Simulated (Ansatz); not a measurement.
# GaHCl2: energies and forces away from the minimum, part 2 of 2

Ansatz 0.2.0, Gaussian basis.

### 4 Structure 3, width 0.06 Å

pbe-tzvpp/in.yaml

```yaml
crystal:
  periodic: [false, false, false]
  atoms:
    - {symbol: Cl, position_ang: [-1.951529, -0.032724, -0.529997]}
    - {symbol: Ga, position_ang: [0.127535, 0.112988, -0.024788]}
    - {symbol: Cl, position_ang: [0.967796, -1.498593, 0.846483]}
    - {symbol: H, position_ang: [0.794803, 1.520998, -0.176919]}
basis:
  gaussian: {orbitals: def2-TZVPP}
hamiltonian: {xc: pbe, dispersion: d4}
output: {forces: true}
```

r2scan-tzvpp/in.yaml, as changes to pbe-tzvpp/in.yaml:

```diff
-hamiltonian: {xc: pbe, dispersion: d4}
+hamiltonian: {xc: r2scan, dispersion: d4}
```

pbe0-tzvpp/in.yaml:

```diff
-hamiltonian: {xc: pbe, dispersion: d4}
-output: {forces: true}
+hamiltonian: {xc: pbe0, dispersion: d4}
+output: {forces: true, orbitals: {seedname: orbitals}}
```

wb97mv-tzvpp/in.yaml:

```diff
-hamiltonian: {xc: pbe, dispersion: d4}
+hamiltonian: {xc: {name: wB97M-V}}
```

ccsdt-tzvpp/in.yaml:

```diff
-hamiltonian: {xc: pbe, dispersion: d4}
+correlation: {method: ccsd_t}
```

Each run has its own folder and the same command.

On the command line:

```console
$ ansatz run in.yaml --threads 2 --pin off --events-out ev --progress --plain --max-ram 4352MiB
```

Output in pbe-tzvpp, shortened:

```text
Functional definition: PBE
  name "PBE"
  cite "Perdew, Burke & Ernzerhof, Phys. Rev. Lett. 77, 3865 (1996) doi:10.1103/PhysRevLett.77.3865"
  parent pbe
[...]
1015 factors; their error is unknown
[...]
mean field -77424.89291480 eV, -2845.3123341417 hartree, gradient 6.3e-6 eV, S^2 0.000000; 0 other end points of the search recorded, 0 dependent functions left out
[...]
reference -77424.89294985 eV, -2845.3123354298 hartree; 33, 33 occupied and 113, 113 virtual orbitals, 1015 factors
Total energy: -77424.99591600 eV, -2845.3161193658 hartree
Atom 0 at    -1.951529    -0.032724    -0.529997 Å, force    -0.154851    -0.088363    -0.104958 eV/Å
Atom 1 at     0.127535     0.112988    -0.024788 Å, force    -0.957606     2.352657    -0.831648 eV/Å
Atom 2 at     0.967796    -1.498593     0.846483 Å, force     1.083664    -2.058626     1.010645 eV/Å
Atom 3 at     0.794803     1.520998    -0.176919 Å, force     0.028793    -0.205668    -0.074040 eV/Å
Dipole moment:     0.269876     0.147802    -0.023564 e Å
```

r2scan-tzvpp printed, shortened:

```text
[... 5 set-up lines as earlier in the session ...]
[...]
1015 factors; their error is unknown
[...]
mean field -77441.28798132 eV, -2845.9148417231 hartree, gradient 1.1e-5 eV, S^2 0.000000; 0 other end points of the search recorded, 0 dependent functions left out
[...]
reference -77441.28799107 eV, -2845.9148420815 hartree; 33, 33 occupied and 113, 113 virtual orbitals, 1015 factors
Total energy: -77441.30972938 eV, -2845.9156409497 hartree
Atom 0 at    -1.951529    -0.032724    -0.529997 Å, force     0.130631    -0.077749    -0.037115 eV/Å
Atom 1 at     0.127535     0.112988    -0.024788 Å, force    -1.022904     2.308369    -0.780466 eV/Å
Atom 2 at     0.967796    -1.498593     0.846483 Å, force     0.953273    -1.817565     0.873643 eV/Å
Atom 3 at     0.794803     1.520998    -0.176919 Å, force    -0.061001    -0.413055    -0.056062 eV/Å
Dipole moment:     0.283598     0.157542    -0.027355 e Å
```

pbe0-tzvpp printed, shortened:

```text
[... 5 set-up lines as earlier in the session ...]
[...]
1122 factors; their error is unknown
[...]
mean field -77428.06058085 eV, -2845.4287437219 hartree, gradient 6.7e-5 eV, S^2 0.000000; 0 other end points of the search recorded, 0 dependent functions left out
[...]
reference -77428.06060726 eV, -2845.4287446923 hartree; 33, 33 occupied and 113, 113 virtual orbitals, 1122 factors
Total energy: -77428.14850489 eV, -2845.4319748707 hartree
Atom 0 at    -1.951529    -0.032724    -0.529997 Å, force     0.111278    -0.076955    -0.043883 eV/Å
Atom 1 at     0.127535     0.112988    -0.024788 Å, force    -1.068084     2.264075    -0.784264 eV/Å
Atom 2 at     0.967796    -1.498593     0.846483 Å, force     0.977498    -1.857107     0.894622 eV/Å
Atom 3 at     0.794803     1.520998    -0.176919 Å, force    -0.020692    -0.330012    -0.066476 eV/Å
Dipole moment:     0.288834     0.161519    -0.030113 e Å
```

Output in wb97mv-tzvpp:

```text
[... 5 set-up lines as earlier in the session ...]
  # Of w^i u^j: cxij and so on, Table III.
[... 17 set-up lines as earlier in the session ...]
  gx(w, u) = 1 - cx + cx01*u + cx10*w
  gss(w, u) = css00 + css04*u^4 + css10*w + css20*w^2 + css43*w^4*u^3
  gos(w, u) = cos00 + cos10*w + (cos20 + cos21*u)*w^2 + (cos60 + cos61*u)*w^6
[... 2 set-up lines as earlier in the session ...]
      + integral(e_c_pw_mod_opposite_spin*gos(b97_w_opposite, b97_u_opposite)) + vv10(b, c)
1082 factors; their error is unknown
182 factors; integrals over basis functions are off by at most 3.0e-5 eV
mean field evaluation 1: about -77437.6541 eV, gradient 2.7e1 eV
mean field evaluation 2: about -77437.9995 eV, gradient 3.0e1 eV
mean field evaluation 4: about -77438.9578 eV, gradient 8.9e-1 eV
mean field evaluation 8: about -77439.1012 eV, gradient 1.7e-2 eV
mean field -77439.10123781 eV, -2845.8344803813 hartree, gradient 7.5e-5 eV, S^2 0.000000; 0 other end points of the search recorded, 0 dependent functions left out
the calculation of the forces begins
reference -77439.10127783 eV, -2845.8344818523 hartree; 33, 33 occupied and 113, 113 virtual orbitals, 1082 factors
Total energy: -77439.10127783 eV, -2845.8344818523 hartree
Atom 0 at    -1.951529    -0.032724    -0.529997 Å, force     0.098530    -0.084349    -0.045980 eV/Å
Atom 1 at     0.127535     0.112988    -0.024788 Å, force    -1.021601     2.421016    -0.811381 eV/Å
Atom 2 at     0.967796    -1.498593     0.846483 Å, force     0.992732    -1.898888     0.913736 eV/Å
Atom 3 at     0.794803     1.520998    -0.176919 Å, force    -0.069661    -0.437778    -0.056375 eV/Å
Dipole moment:     0.291662     0.159474    -0.030233 e Å
```

Output in ccsdt-tzvpp, shortened:

```text
[... 4 set-up lines as earlier in the session ...]
[...]
897 factors; integrals over basis functions are off by at most 9.4e-4 eV
[...]
mean field -77361.10868440 eV, -2842.9683069089 hartree, gradient 2.8e-6 eV, S^2 0.000000; 0 other end points of the search recorded, 0 dependent functions left out
19 core orbitals not correlated: weight in the atoms' cores, before any rotation towards them, 1.000 or more for the frozen orbitals, at most 0.000 for the correlated occupied ones
reference -77361.10868440 eV, -2842.9683069089 hartree; 14, 14 occupied and 113, 113 virtual orbitals, 897 factors
second order -16.21736613 eV of doubles, -0.00000000 eV of singles
cycle   1  -16.50259387 eV  change   -2.9e-1 eV  update   9.1e-2
[...]
cycle  10  -17.02232771 eV  change    8.6e-6 eV  update   3.8e-6
perturbative correction -0.71701264 eV, -0.0263497286 hartree
[...]
working
Total energy: -77378.84802475 eV, -2843.6202156427 hartree
Atom 0 at    -1.951529    -0.032724    -0.529997 Å, force     0.050986    -0.071794    -0.065517 eV/Å
Atom 1 at     0.127535     0.112988    -0.024788 Å, force    -1.069475     2.449490    -0.838279 eV/Å
Atom 2 at     0.967796    -1.498593     0.846483 Å, force     1.062202    -1.985649     0.965768 eV/Å
Atom 3 at     0.794803     1.520998    -0.176919 Å, force    -0.043712    -0.392046    -0.061971 eV/Å
Dipole moment:     0.284329     0.149512    -0.031407 e Å
```

Wall times: 1.6 s (pbe-tzvpp), 3.8 s (r2scan-tzvpp), 2.9 s (pbe0-tzvpp), 8 s (wb97mv-tzvpp), 1.9 min (ccsdt-tzvpp) on 2 threads of Arm Neoverse V2, shared host; peak memory 1.3 GiB.

```
   method  RMS force component (eV/Å)  RMS error against CCSD(T) (eV/Å)  angle to CCSD(T) forces (°)  dipole (D)
   PBE-D4                       1.067                             0.097                          5.2        1.48
r2SCAN-D4                       1.007                             0.083                          2.0        1.56
  PBE0-D4                       1.009                             0.079                          1.8        1.60
  wB97M-V                       1.049                             0.045                          1.7        1.60
  CCSD(T)                       1.081                         reference                    reference        1.55
```

### 5 Structure 4, width 0.02 Å

pbe-tzvpp/in.yaml

```yaml
crystal:
  periodic: [false, false, false]
  atoms:
    - {symbol: Cl, position_ang: [-1.917788, -0.107846, -0.545578]}
    - {symbol: Ga, position_ang: [0.106549, 0.155494, -0.034355]}
    - {symbol: Cl, position_ang: [1.039323, -1.557925, 0.818105]}
    - {symbol: H, position_ang: [0.818413, 1.469079, -0.248794]}
basis:
  gaussian: {orbitals: def2-TZVPP}
hamiltonian: {xc: pbe, dispersion: d4}
output: {forces: true}
```

r2scan-tzvpp/in.yaml differs from pbe-tzvpp/in.yaml so:

```diff
-hamiltonian: {xc: pbe, dispersion: d4}
+hamiltonian: {xc: r2scan, dispersion: d4}
```

pbe0-tzvpp/in.yaml:

```diff
-hamiltonian: {xc: pbe, dispersion: d4}
-output: {forces: true}
+hamiltonian: {xc: pbe0, dispersion: d4}
+output: {forces: true, orbitals: {seedname: orbitals}}
```

wb97mv-tzvpp/in.yaml:

```diff
-hamiltonian: {xc: pbe, dispersion: d4}
+hamiltonian: {xc: {name: wB97M-V}}
```

ccsdt-tzvpp/in.yaml:

```diff
-hamiltonian: {xc: pbe, dispersion: d4}
+correlation: {method: ccsd_t}
```

One command serves all of them, each in its own folder.

On the command line:

```console
$ ansatz run in.yaml --threads 2 --pin off --events-out ev --progress --plain --max-ram 4352MiB
```

pbe-tzvpp printed, shortened:

```text
[... 4 set-up lines as earlier in the session ...]
[...]
1015 factors; their error is unknown
[...]
mean field -77425.03088736 eV, -2845.3174045397 hartree, gradient 3.4e-6 eV, S^2 0.000000; 0 other end points of the search recorded, 0 dependent functions left out
[...]
reference -77425.03092269 eV, -2845.3174058381 hartree; 33, 33 occupied and 113, 113 virtual orbitals, 1015 factors
Total energy: -77425.13354997 eV, -2845.3211773210 hartree
Atom 0 at    -1.917788    -0.107846    -0.545578 Å, force    -0.677810    -0.095097    -0.176180 eV/Å
Atom 1 at     0.106549     0.155494    -0.034355 Å, force     0.179917    -0.251148     0.155697 eV/Å
Atom 2 at     1.039323    -1.557925     0.818105 Å, force     0.145661    -0.214492     0.108284 eV/Å
Atom 3 at     0.818413     1.469079    -0.248794 Å, force     0.352232     0.560736    -0.087801 eV/Å
Dipole moment:     0.149260     0.292541    -0.056733 e Å
```

r2scan-tzvpp printed, shortened:

```text
[... 5 set-up lines as earlier in the session ...]
[...]
1015 factors; their error is unknown
[...]
mean field -77441.41715428 eV, -2845.9195887419 hartree, gradient 8.4e-6 eV, S^2 0.000000; 0 other end points of the search recorded, 0 dependent functions left out
[...]
reference -77441.41716406 eV, -2845.9195891013 hartree; 33, 33 occupied and 113, 113 virtual orbitals, 1015 factors
Total energy: -77441.43888679 eV, -2845.9203873968 hartree
Atom 0 at    -1.917788    -0.107846    -0.545578 Å, force    -0.386408    -0.062073    -0.101338 eV/Å
Atom 1 at     0.106549     0.155494    -0.034355 Å, force     0.127479    -0.329854     0.170383 eV/Å
Atom 2 at     1.039323    -1.557925     0.818105 Å, force     0.010256     0.027988    -0.013729 eV/Å
Atom 3 at     0.818413     1.469079    -0.248794 Å, force     0.248673     0.363939    -0.055315 eV/Å
Dipole moment:     0.158372     0.309289    -0.059928 e Å
```

Log of pbe0-tzvpp, shortened:

```text
[... 5 set-up lines as earlier in the session ...]
[...]
1122 factors; their error is unknown
[...]
mean field -77428.18732987 eV, -2845.4334016625 hartree, gradient 2.0e-5 eV, S^2 0.000000; 0 other end points of the search recorded, 0 dependent functions left out
[...]
reference -77428.18735647 eV, -2845.4334026399 hartree; 33, 33 occupied and 113, 113 virtual orbitals, 1122 factors
Total energy: -77428.27501698 eV, -2845.4366241043 hartree
Atom 0 at    -1.917788    -0.107846    -0.545578 Å, force    -0.415022    -0.063430    -0.109453 eV/Å
Atom 1 at     0.106549     0.155494    -0.034355 Å, force     0.089371    -0.408140     0.184518 eV/Å
Atom 2 at     1.039323    -1.557925     0.818105 Å, force     0.023477     0.008592    -0.003387 eV/Å
Atom 3 at     0.818413     1.469079    -0.248794 Å, force     0.302173     0.462978    -0.071679 eV/Å
Dipole moment:     0.161843     0.315229    -0.061092 e Å
```

Output in wb97mv-tzvpp:

```text
[... 5 set-up lines as earlier in the session ...]
  # Of w^i u^j: cxij and so on, Table III.
[... 17 set-up lines as earlier in the session ...]
  gx(w, u) = 1 - cx + cx01*u + cx10*w
  gss(w, u) = css00 + css04*u^4 + css10*w + css20*w^2 + css43*w^4*u^3
  gos(w, u) = cos00 + cos10*w + (cos20 + cos21*u)*w^2 + (cos60 + cos61*u)*w^6
[... 2 set-up lines as earlier in the session ...]
      + integral(e_c_pw_mod_opposite_spin*gos(b97_w_opposite, b97_u_opposite)) + vv10(b, c)
1082 factors; their error is unknown
182 factors; integrals over basis functions are off by at most 3.4e-5 eV
mean field evaluation 1: about -77437.7190 eV, gradient 2.7e1 eV
mean field evaluation 2: about -77438.0803 eV, gradient 3.1e1 eV
mean field evaluation 4: about -77439.0962 eV, gradient 9.1e-1 eV
mean field evaluation 8: about -77439.2382 eV, gradient 1.8e-2 eV
mean field -77439.23819376 eV, -2845.8395134196 hartree, gradient 5.3e-5 eV, S^2 0.000000; 0 other end points of the search recorded, 0 dependent functions left out
the calculation of the forces begins
reference -77439.23823387 eV, -2845.8395148936 hartree; 33, 33 occupied and 113, 113 virtual orbitals, 1082 factors
Total energy: -77439.23823387 eV, -2845.8395148936 hartree
Atom 0 at    -1.917788    -0.107846    -0.545578 Å, force    -0.435767    -0.072587    -0.112653 eV/Å
Atom 1 at     0.106549     0.155494    -0.034355 Å, force     0.165929    -0.277466     0.165042 eV/Å
Atom 2 at     1.039323    -1.557925     0.818105 Å, force     0.024603    -0.006316     0.001832 eV/Å
Atom 3 at     0.818413     1.469079    -0.248794 Å, force     0.245235     0.356370    -0.054221 eV/Å
Dipole moment:     0.162608     0.317019    -0.061585 e Å
```

Log of ccsdt-tzvpp, shortened:

```text
[... 4 set-up lines as earlier in the session ...]
[...]
894 factors; integrals over basis functions are off by at most 9.0e-4 eV
[...]
mean field -77361.25542082 eV, -2842.9736993728 hartree, gradient 2.7e-6 eV, S^2 0.000000; 0 other end points of the search recorded, 0 dependent functions left out
19 core orbitals not correlated: weight in the atoms' cores, before any rotation towards them, 1.000 or more for the frozen orbitals, at most 0.000 for the correlated occupied ones
reference -77361.25542082 eV, -2842.9736993728 hartree; 14, 14 occupied and 113, 113 virtual orbitals, 894 factors
second order -16.20951302 eV of doubles, -0.00000000 eV of singles
cycle   1  -16.49750100 eV  change   -2.9e-1 eV  update   9.1e-2
[...]
cycle  10  -17.01564454 eV  change    8.3e-6 eV  update   3.3e-6
perturbative correction -0.71749148 eV, -0.0263673254 hartree
[...]
working
Total energy: -77378.98855683 eV, -2843.6253801013 hartree
Atom 0 at    -1.917788    -0.107846    -0.545578 Å, force    -0.505225    -0.062043    -0.136902 eV/Å
Atom 1 at     0.106549     0.155494    -0.034355 Å, force     0.167475    -0.293966     0.170939 eV/Å
Atom 2 at     1.039323    -1.557925     0.818105 Å, force     0.068514    -0.043951     0.027372 eV/Å
Atom 3 at     0.818413     1.469079    -0.248794 Å, force     0.269236     0.399959    -0.061409 eV/Å
Dipole moment:     0.156506     0.304119    -0.059307 e Å
```

Times: 1.6 s (pbe-tzvpp), 3.8 s (r2scan-tzvpp), 2.8 s (pbe0-tzvpp), 8 s (wb97mv-tzvpp), 1.9 min (ccsdt-tzvpp) on 2 threads of Arm Neoverse V2, shared host; peak memory 1.3 GiB.

The fields below are evaluated on a grid from the run's orbitals.

Frontier orbitals at PBE0-D4/def2-TZVPP, with the share of their density that lies nearest to each atom:

```csv
orbital,energy (eV),lies on
HOMO,-9.14,Cl3 73 %; Cl1 22 %
LUMO,-1.70,"Ga2 58 %; H4 21 %; Cl1, Cl3 about 10 % each"
```

ELF in a plane through or near 4 of the atoms.

Ten even steps from ' ' (0.00) to '@' (1.00):
```
                                                        
                                                        
                        ..::::....                      
                    ::**%%@@@@@@%%==                    
                  ..%%@@@@@@@@@@@@@@==                  
                  ..%%@@@@@@@@@@@@@@++                  
                    ++@@@@@@@@@@@@%%::                  
          ....      ::++++==++++**==                    
      ..::--++==--::::..::==++::........::::::..        
    ..::++**######**--..====++++..::++******++--..      
    ..==**%%%%##**####::::++**::::**##%%%%%%##++--..    
    ::==##%%++==**--##**::....::####::==--%%%%**--..    
    ..==**%%++::----####==..::++##++++##..####**--..    
      ::++##%%####%%%%**--  ..++##%%++--**%%**==::      
      ..::++##%%%%%%##==..    ==**%%%%%%%%##++::..      
          ..--======--..      ..--++****++--..          
              ......            ....::::..              
                                                        
                                                        
                                                        
```
The map spans 8.9 Å across and 8.6 Å up, centred on the molecule. Atoms in the plane (x, y in Å): Cl1 (1.7, -1.0), Ga2 (0.0, 0.2), Cl3 (-1.8, -0.9), H4 (0.1, 1.7).

log10 of the density (e/Å³) in the same plane.

Ten even steps from '0' (-4.0) to '9' (2.0):
```
0000000000000000000000000000
0000000000001111000000000000
0000000000112222211000000000
0000000011223333321100000000
0000000112334444432210000000
0000001123445665543221000000
0000112233455666543322100000
0011223334455666554332211000
0122334444556887654443322100
0123445556568998655555433210
1234456666667887666666543210
1234567898666666667876544311
1234567897665555669976544321
1133456666655445667766543210
0123445555544344556665433210
0012233444333233444444322100
0001122222222122233332211000
0000001111110011112221100000
0000000000000000000000000000
0000000000000000000000000000
```
The map spans 8.9 Å across and 8.6 Å up, centred on the molecule. Atoms in the plane (x, y in Å): Cl1 (1.7, -1.0), Ga2 (0.0, 0.2), Cl3 (-1.8, -0.9), H4 (0.1, 1.7).

On the surface of density 0.002 e/bohr³ the electrostatic potential runs, from the 1st to the 99th percentile, from -0.51 V near Cl3 to 3.14 V near Ga2.

| method | RMS force component (eV/Å) | RMS error against CCSD(T) (eV/Å) | angle to CCSD(T) forces (°) | dipole (D) |
| --- | --- | --- | --- | --- |
| PBE-D4 | 0.309 | 0.096 | 13.0 | 1.60 |
| r2SCAN-D4 | 0.207 | 0.050 | 10.8 | 1.69 |
| PBE0-D4 | 0.243 | 0.057 | 13.6 | 1.73 |
| wB97M-V | 0.210 | 0.032 | 5.1 | 1.74 |
| CCSD(T) | 0.235 | reference | reference | 1.67 |

### 6 All structures together

Energy above the minimum (eV):

```
structure  width (Å)  PBE-D4  r2SCAN-D4  PBE0-D4  wB97M-V  Hartree-Fock    MP2   CCSD  CCSD(T)
        1       0.06   0.019      0.025    0.021    0.027         0.020  0.029  0.024    0.024
        2       0.04   0.010      0.005    0.008    0.004         0.012  0.002  0.006    0.006
        3       0.06   0.163      0.139    0.141    0.148         0.172  0.144  0.153    0.155
        4       0.02   0.025      0.010    0.015    0.011         0.025  0.005  0.013    0.014
```

What each level costs and misses (shared host):

| method | mean energy error from CCSD(T) (eV) | mean time a point |
| --- | --- | --- |
| PBE-D4 | 0.007 | 1.6 s |
| r2SCAN-D4 | 0.005 | 3.8 s |
| PBE0-D4 | 0.005 | 2.9 s |
| wB97M-V | 0.004 | 8 s |
| Hartree-Fock | 0.009 | part of the CCSD(T) run |
| MP2 | 0.008 | part of the CCSD(T) run |
| CCSD | 0.001 | part of the CCSD(T) run |
| CCSD(T) | 0 | 1.9 min |

For cost: wB97M-V comes within 0.004 eV at 8 s a point, where CCSD(T) needs 1.9 min.

### 7 What came out

What follows sums up all 2 parts.

| quantity | value |
| --- | --- |
| energy above the minimum, CCSD(T) | 0.024, 0.006, 0.155, 0.014 eV |
| mean energy error | PBE-D4 0.007, r2SCAN-D4 0.005, PBE0-D4 0.005, wB97M-V 0.004, Hartree-Fock 0.009, MP2 0.008, CCSD 0.001 eV |
| mean RMS force error | PBE-D4 0.100, r2SCAN-D4 0.056, PBE0-D4 0.060, wB97M-V 0.035 eV/Å |
| largest T1 diagnostic | 0.011 |

What this shows: In energy CCSD is nearest to CCSD(T) and Hartree-Fock farthest. For forces wB97M-V is best, off by 8 % of the typical force, and PBE-D4 worst (22 %); with few structures and a triple-zeta reference, gaps of a few points rank nothing.
